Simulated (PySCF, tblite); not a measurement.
**C₇H₁₁BO₂: geometry, infrared bands and NMR shifts**

Aim: predict the infrared bands and NMR shifts of C₇H₁₁BO₂ (`C#C[C@H](C)B1OCCCO1`).

Computed with tblite 0.8.0 and PySCF 2.14.0, with density-fitted response routines of our own, on a single molecule in the gas phase. Atoms count from 0, in the outputs and in this text.

## 1. The molecule as given

21 atoms, charge 0, multiplicity 1; geometry from: force field or distance geometry start.

Bonds of the start (Å): C0–C1 1.21, C1–C2 1.46, C2–C3 1.55, C2–B4 1.59, B4–O5 1.48, O5–C6 1.42, C6–C7 1.56, C7–C8 1.54, C8–O9 1.42, O9–B4 1.47, C0–H10 1.06, C2–H11 1.11, C3–H12 1.10, C3–H13 1.10, C3–H14 1.12, C6–H15 1.10, C6–H16 1.12, C7–H17 1.12, C7–H18 1.11, C8–H19 1.11, C8–H20 1.12.

## 2. Optimising the geometry with GFN2-xTB

Job settings and geometry (Å):

```
{"job": {"kind": "relax", "xc": "GFN2-xTB", "basis": "xTB"}, "charge": 0, "multiplicity": 1}
C     -2.155000    -1.714700     0.805700
C     -1.830100    -0.558300     0.656600
C     -1.407600     0.834300     0.502900
C     -2.334100     1.548800    -0.510200
B      0.108700     0.915100     0.032600
O      0.555700     0.251900    -1.215400
C      1.250200    -0.929000    -0.851600
C      2.398000    -0.657400     0.163400
C      1.836700     0.110500     1.374300
O      1.160600     1.298700     0.983900
H     -2.462500    -2.722200     0.927500
H     -1.508200     1.342000     1.485400
H     -2.286400     1.055000    -1.490000
H     -2.037700     2.608100    -0.609400
H     -3.388300     1.515800    -0.142000
H      1.688600    -1.373600    -1.753000
H      0.545500    -1.687600    -0.435200
H      2.834000    -1.629100     0.495700
H      3.182000    -0.052500    -0.327400
H      2.685900     0.394100     2.038300
H      1.155000    -0.532900     1.981500
```

Launch:

```sh
$ OMP_NUM_THREADS=1 python probes_run.py task.json out
```

This one command runs all jobs of the session in turn.

What it wrote:

```text
step      E/eV     max force
  0    -814.29381    2.521
  1    -814.53230    2.736
  2    -814.43146    5.753
  3    -814.70045    0.654
  4    -814.73093    0.627
  5    -814.80259    0.576
  6    -814.83552    0.592
  7    -814.91263    0.735
  8    -814.95698    0.676
  9    -815.01669    0.593
 10    -815.07489    0.626
 11    -815.14806    0.608
 12    -815.21032    0.533
 13    -815.25806    0.544
 14    -815.29687    0.585
 15    -815.33901    0.462
 16    -815.37049    0.290
 17    -815.38874    0.231
 18    -815.40069    0.299
 19    -815.40948    0.289
 20    -815.41628    0.214
 21    -815.42280    0.151
 22    -815.43002    0.188
 23    -815.43853    0.230
 24    -815.44700    0.230
 25    -815.45380    0.220
 26    -815.46114    0.222
 27    -815.47196    0.297
 28    -815.48741    0.363
 29    -815.50866    0.346
 30    -815.53348    0.357
 31    -815.55934    0.350
 32    -815.58188    0.309
 33    -815.59902    0.293
 34    -815.59937    0.520
 35    -815.61907    0.262
 36    -815.62736    0.223
 37    -815.64166    0.320
 38    -815.64824    0.226
 39    -815.65596    0.226
 40    -815.66201    0.230
 41    -815.66693    0.176
 42    -815.67271    0.205
 43    -815.68040    0.217
 44    -815.69101    0.278
 45    -815.70147    0.207
 46    -815.70940    0.198
 47    -815.71489    0.181
 48    -815.72012    0.171
 49    -815.72587    0.205
 50    -815.73416    0.221
 51    -815.74089    0.147
 52    -815.74676    0.171
 53    -815.75178    0.404
 54    -815.75652    0.234
 55    -815.76088    0.295
 56    -815.76439    0.106
 57    -815.76707    0.109
 58    -815.76912    0.220
 59    -815.77042    0.184
 60    -815.77200    0.236
 61    -815.77430    0.208
 62    -815.77653    0.154
 63    -815.77835    0.129
 64    -815.78026    0.098
 65    -815.78204    0.090
 66    -815.78365    0.087
 67    -815.78486    0.067
 68    -815.78581    0.102
 69    -815.78674    0.119
 70    -815.78793    0.094
 71    -815.78943    0.132
 72    -815.79017    0.168
 73    -815.79071    0.072
 74    -815.79117    0.049
 75    -815.79163    0.055
 76    -815.79209    0.051
 77    -815.79251    0.061
 78    -815.79293    0.043
 79    -815.79344    0.043
 80    -815.79404    0.051
 81    -815.79460    0.057
 82    -815.79495    0.048
 83    -815.79514    0.035
 84    -815.79532    0.033
 85    -815.79545    0.028
 86    -815.79554    0.026
 87    -815.79561    0.024
 88    -815.79568    0.020
 89    -815.79574    0.015
 90    -815.79580    0.015
 91    -815.79583    0.013
 92    -815.79586    0.012
 93    -815.79588    0.013
 94    -815.79591    0.012
 95    -815.79593    0.013
 96    -815.79595    0.014
 97    -815.79597    0.015
 98    -815.79601    0.015
 99    -815.79604    0.011
100    -815.79608    0.010
101    -815.79610    0.009
```

It took 0.91 s on 1 thread of Intel Xeon Platinum 8488C, shared host.

Step by step: (not every step is listed) (the energy doesn't fall at every step)

| step | energy from step 0 (eV) | largest force (eV/Å) |
| --- | --- | --- |
| 0 | 0.0000 | 2.5215 |
| 1 | -0.2385 | 2.7356 |
| 2 | -0.1377 | 5.7528 |
| 3 | -0.4066 | 0.6544 |
| 4 | -0.4371 | 0.6268 |
| 5 | -0.5088 | 0.5764 |
| 6 | -0.5417 | 0.5922 |
| 7 | -0.6188 | 0.7346 |
| 8 | -0.6632 | 0.6758 |
| 16 | -1.0767 | 0.2898 |
| 24 | -1.1532 | 0.2301 |
| 32 | -1.2881 | 0.3091 |
| 40 | -1.3682 | 0.2300 |
| 48 | -1.4263 | 0.1709 |
| 56 | -1.4706 | 0.1064 |
| 64 | -1.4864 | 0.0985 |
| 72 | -1.4964 | 0.1684 |
| 80 | -1.5002 | 0.0506 |
| 88 | -1.5019 | 0.0201 |
| 96 | -1.5021 | 0.0136 |
| 97 | -1.5022 | 0.0151 |
| 98 | -1.5022 | 0.0151 |
| 99 | -1.5022 | 0.0114 |
| 100 | -1.5023 | 0.0101 |
| 101 | -1.5023 | 0.0085 |

Close pairs (by a distance rule), those that changed most:

| bond | before (Å) | after (Å) | change (Å) |
| --- | --- | --- | --- |
| B4–O5 | 1.482 | 1.356 | -0.127 |
| B4–O9 | 1.469 | 1.358 | -0.111 |
| C3–H14 | 1.117 | 1.088 | -0.029 |
| C6–C7 | 1.556 | 1.528 | -0.029 |
| C7–H17 | 1.116 | 1.089 | -0.027 |
| C2–B4 | 1.590 | 1.612 | +0.022 |
| C8–H19 | 1.115 | 1.095 | -0.019 |
| C8–H20 | 1.117 | 1.098 | -0.019 |

The end geometry stands in the next job.

## 3. Infrared spectrum with GFN2-xTB

Job settings and geometry (Å):

```
{"job": {"kind": "ir", "xc": "GFN2-xTB", "basis": "xTB"}, "charge": 0, "multiplicity": 1}
C     -3.185654    -1.291269     1.165084
C     -2.462647    -0.371789     0.909743
C     -1.592222     0.743527     0.579758
C     -2.106261     1.440101    -0.689272
B     -0.088608     0.184944     0.424601
O      0.259067    -0.415015    -0.740334
C      1.556524    -0.947945    -0.903147
C      2.577653    -0.202099    -0.046170
C      2.077108    -0.176714     1.396986
O      0.758119     0.326972     1.476881
H     -3.824961    -2.091035     1.393053
H     -1.635748     1.447996     1.417613
H     -2.024972     0.767312    -1.538551
H     -1.514590     2.329320    -0.893909
H     -3.148165     1.730793    -0.569159
H      1.804128    -0.867966    -1.966870
H      1.532323    -2.009922    -0.626701
H      3.551974    -0.685082    -0.105160
H      2.662889     0.823817    -0.409886
H      2.705765     0.470159     2.018078
H      2.089357    -1.189161     1.820903
```

What it wrote:

```text
mode    cm-1     km/mol
  1      21.4      0.05
  2      66.7      1.32
  3     134.1      1.38
  4     152.4      1.44
  5     166.8      1.06
  6     191.3      0.04
  7     211.3      0.67
  8     286.8      1.48
  9     308.5      2.96
 10     340.1      2.10
 11     455.3      4.76
 12     468.8      2.76
 13     500.8      2.94
 14     563.5     27.93
 15     598.5     30.47
 16     660.5     16.78
 17     674.9     30.27
 18     747.9      9.32
 19     889.1     13.50
 20     901.6      0.11
 21     917.5      5.80
 22     943.2      3.28
 23     955.4     25.00
 24    1005.7     20.41
 25    1057.9      9.71
 26    1088.9     20.75
 27    1100.2     10.91
 28    1105.7      9.89
 29    1122.8      8.83
 30    1161.1    114.48
 31    1187.5     26.65
 32    1198.9     94.36
 33    1225.1    257.87
 34    1240.0    109.28
 35    1245.1     85.16
 36    1277.9     10.42
 37    1321.5     10.82
 38    1331.6      5.06
 39    1338.6    105.90
 40    1399.7      0.53
 41    1458.7      1.58
 42    1472.7      2.93
 43    1481.8      0.62
 44    1493.7      2.01
 45    1500.1      4.30
 46    2286.5     32.29
 47    2895.4      0.88
 48    2900.0     78.52
 49    2928.2     38.53
 50    2935.7     47.40
 51    2937.2     40.13
 52    2990.1     38.12
 53    3009.5     41.07
 54    3023.3     41.30
 55    3033.0     43.65
 56    3053.0     22.17
 57    3393.8      2.32
```

It took 0.91 s on 1 thread of Intel Xeon Platinum 8488C, shared host.

The strongest bands and the atoms that carry them (share of the mass-weighted mode):

| cm⁻¹ | km/mol | atoms |
| --- | --- | --- |
| 1161 | 114.5 | B4 21 %, H18 12 %, H17 11 %, O9 11 % |
| 1199 | 94.4 | H11 15 %, H19 11 %, H17 11 %, B4 11 % |
| 1225 | 257.9 | B4 35 %, O5 17 %, C2 14 % |
| 1240 | 109.3 | H20 24 %, H11 14 %, B4 13 %, H15 10 % |
| 1245 | 85.2 | H16 20 %, H11 13 %, H19 13 %, C2 11 % |
| 1339 | 105.9 | H16 20 %, H20 15 %, B4 11 %, H15 11 % |
| 2900 | 78.5 | H16 52 %, H20 34 % |
| 2936 | 47.4 | H19 86 % |

## 4. Nuclear shieldings: PBE0/pcSseg-1

The job, as its differences from that of step 3:

```diff
@@ -1,2 +1,2 @@
-{"job": {"kind": "ir", "xc": "GFN2-xTB", "basis": "xTB"}, "charge": 0, "multiplicity": 1}
+{"job": {"kind": "nmr", "xc": "PBE0", "basis": "pcSseg-1"}, "charge": 0, "multiplicity": 1}
 C     -3.185654    -1.291269     1.165084
```

With the program's defaults for keys left out, this is: GIAO PBE0/pcSseg-1 NMR shielding, non-relativistic, gas phase.

What it wrote:

```text
coarse grid: 17680 points
cycle   1  E = -447.9061084358  dE =  1.490e+00  |g| = 8.229e-01  |ddm| = 4.127e+00
cycle   2  E = -447.8221385314  dE =  8.397e-02  |g| = 1.092e+00  |ddm| = 1.512e+00
cycle   3  E = -448.0364523471  dE = -2.143e-01  |g| = 1.139e-01  |ddm| = 8.772e-01
cycle   4  E = -448.0388814965  dE = -2.429e-03  |g| = 3.227e-02  |ddm| = 1.038e-01
cycle   5  E = -448.0391235496  dE = -2.421e-04  |g| = 7.673e-03  |ddm| = 3.310e-02
cycle   6  E = -448.0391332785  dE = -9.729e-06  |g| = 3.833e-03  |ddm| = 8.167e-03
cycle   7  E = -448.0391365835  dE = -3.305e-06  |g| = 1.169e-03  |ddm| = 3.384e-03
final grid: 171176 points
cycle   8  E = -448.1190797678  dE = -4.671e-05  |g| = 1.330e-02  |ddm| = 4.015e-02
cycle   9  E = -448.1190380668  dE =  4.170e-05  |g| = 1.969e-02  |ddm| = 2.101e-02
cycle  10  E = -448.1191144323  dE = -7.637e-05  |g| = 3.023e-03  |ddm| = 1.302e-02
cycle  11  E = -448.1191165584  dE = -2.126e-06  |g| = 5.961e-04  |ddm| = 2.250e-03
cycle  12  E = -448.1191166374  dE = -7.900e-08  |g| = 1.688e-04  |ddm| = 6.206e-04
cycle  13  E = -448.1191166433  dE = -5.905e-09  |g| = 3.540e-05  |ddm| = 1.395e-04
cycle  14  E = -448.1191166436  dE = -2.609e-10  |g| = 1.180e-05  |ddm| = 3.991e-05
converged SCF energy = -448.1191166436

GIAO shielding tensors (ppm)
atom      isotropic    diamagn.    paramagn.     s11        s22        s33       span
  0 C      114.586     259.498    -144.912     43.970     46.553    253.234    209.264
  1 C       93.908     262.703    -168.795    -11.241     -3.021    295.986    307.227
  2 C      171.326     246.221     -74.895    165.323    171.896    176.759     11.436
  3 C      168.445     245.804     -77.360    155.681    162.968    186.685     31.004
  4 B       74.588     195.621    -121.033     64.824     66.093     92.848     28.024
  5 O      217.809     396.674    -178.865     91.042    215.414    346.972    255.931
  6 C      121.365     240.873    -119.508    102.228    106.738    155.129     52.901
  7 C      155.408     253.293     -97.885    147.793    155.380    163.050     15.257
  8 C      121.305     241.274    -119.969    102.668    106.278    154.967     52.299
  9 O      212.529     394.824    -182.295     91.891    210.595    335.101    243.210
 10 H       30.483      35.244      -4.760     25.070     25.302     41.078     16.009
 11 H       29.786      28.878       0.908     26.887     27.497     34.974      8.087
 12 H       30.259      30.125       0.134     26.228     29.914     34.636      8.408
 13 H       30.947      29.913       1.033     26.337     28.626     37.878     11.541
 14 H       30.476      27.833       2.643     26.016     28.396     37.016     11.000
 15 H       27.361      28.613      -1.251     22.474     26.911     32.698     10.224
 16 H       27.498      29.522      -2.023     22.906     26.355     33.234     10.328
 17 H       30.142      28.354       1.788     26.501     27.066     36.859     10.357
 18 H       29.769      30.975      -1.206     26.463     27.781     35.063      8.600
 19 H       27.369      27.452      -0.083     22.544     26.682     32.882     10.338
 20 H       27.488      28.834      -1.346     22.991     26.258     33.214     10.223
```

Wall time 49 s (1 thread of Intel Xeon Platinum 8488C, shared host); peak memory 1 GiB.

Shifts follow as δ = σ(reference) − σ, with reference shieldings (ppm) from runs at the same level and on the same kind of geometry: 1H TMS 31.72, 13C TMS 186.9, 17O H2O 336.1, 11B BF3·OEt2 100.1. The references are single molecules in the gas phase, so shifts against H2O, NH3, PH3, H3PO4 or CFCl3 are not on the usual liquid scales and can be off by tens of ppm. Atoms listed in one row are averaged.

| atoms | environment | σ (ppm) | δ (ppm) | δ scaled to CDCl3 |
| --- | --- | --- | --- | --- |
| C1 | alkyne carbon | 93.9 | 93.0 | 88.9 |
| C0 | terminal alkyne carbon | 114.6 | 72.3 | 68.7 |
| C6, C8 | sp3 CH2 bonded to O | 121.3 | 65.6 | 62.1 |
| C7 | sp3 CH2 in a ring | 155.4 | 31.5 | 28.8 |
| C3 | methyl carbon | 168.4 | 18.5 | 16.1 |
| C2 | propargylic sp3 CH bonded to B | 171.3 | 15.6 | 13.3 |
| H15, H20 | hydrogen on an sp3 CH2 bonded to O | 27.42 | 4.29 | 4.15 |
| H16, H19 | hydrogen on an sp3 CH2 bonded to O | 27.43 | 4.28 | 4.14 |
| H11 | hydrogen on a propargylic sp3 CH bonded to B | 29.79 | 1.93 | 1.93 |
| H17, H18 | hydrogen on an sp3 CH2 in a ring | 29.96 | 1.76 | 1.77 |
| H10 | hydrogen on a terminal alkyne carbon | 30.48 | 1.23 | 1.27 |
| H12, H13, H14 | hydrogen on a methyl carbon | 30.56 | 1.16 | 1.20 |
| B4 | boron bonded to C, 2 O, in a 6-membered ring | 74.6 | 25.5 | – |
| O5, O9 | oxygen bonded to C, B, in a 6-membered ring | 215.2 | 120.9 | – |

The scaled column applies a straight-line fit of computed shieldings to shifts measured in CDCl3 (root-mean-square error 0.16 ppm for H, 1.9 ppm for C).

Charges from the same density, by scheme (e):

| atoms | Mulliken | IAO | Hirshfeld | ESP fit |
| --- | --- | --- | --- | --- |
| C0 | -0.47 | -0.28 | -0.14 | -0.49 |
| C1 | 0.25 | -0.01 | -0.04 | -0.03 |
| C2 | -0.41 | -0.27 | -0.08 | 0.03 |
| C3 | -0.23 | -0.40 | -0.12 | -0.32 |
| B4 | 0.78 | 0.49 | 0.25 | 0.77 |
| O5, O9 | -0.51 | -0.40 | -0.17 | -0.56 |
| C6, C8 | 0.08 | -0.05 | 0.01 | 0.24 |
| C7 | -0.34 | -0.30 | -0.08 | -0.27 |

Mayer bond orders: C0–C1 2.53, C1–C2 1.04, C2–C3 1.05, C2–B4 0.82, B4–O5 1.16, O5–C6 0.88, C6–C7 1.05, C7–C8 1.05, C8–O9 0.88, O9–B4 1.18.

Ring of atoms B4, O5, C6, C7, C8, O9: NICS(0) -1.6, NICS(1) -1.5, NICS(1)zz 1.3 ppm (means of both faces; NICS(1) differs between them: -2.5 and -0.4).

## 5. Outcome

```
                                                               quantity                                   value
                              strongest single infrared mode (GFN2-xTB)                   1225 cm⁻¹, 258 km/mol
                                           zero-point energy (GFN2-xTB)                          106.3 kcal/mol
13C shifts against TMS (PBE0/pcSseg-1, means over atoms taken as alike)  93.0, 72.3, 65.6, 31.5, 18.5, 15.6 ppm
 1H shifts against TMS (PBE0/pcSseg-1, means over atoms taken as alike)  4.29, 4.28, 1.93, 1.76, 1.23, 1.16 ppm
                            11B shifts against BF3·OEt2 (PBE0/pcSseg-1)                                25.5 ppm
17O shifts against H2O (PBE0/pcSseg-1, means over atoms taken as alike)                               120.9 ppm
```

**Reading.** Over 101 steps the energy fell by 1.502 eV; of the close pairs, B4–O5 changed most, 1.482 to 1.356 Å. All 57 modes are real, so the xTB geometry is a minimum. The strongest single mode, at 1225 cm⁻¹, has its largest shares on B4, O5 and C2 (the list is cut at 3 atoms). GFN2-xTB is a fitted tight-binding method: band positions and strengths are rough. Its intensities can rank the bands wrongly. At PBE0/pcSseg-1: Shielding is most anisotropic at C1 (span 307 ppm, paramagnetic term -169 ppm).
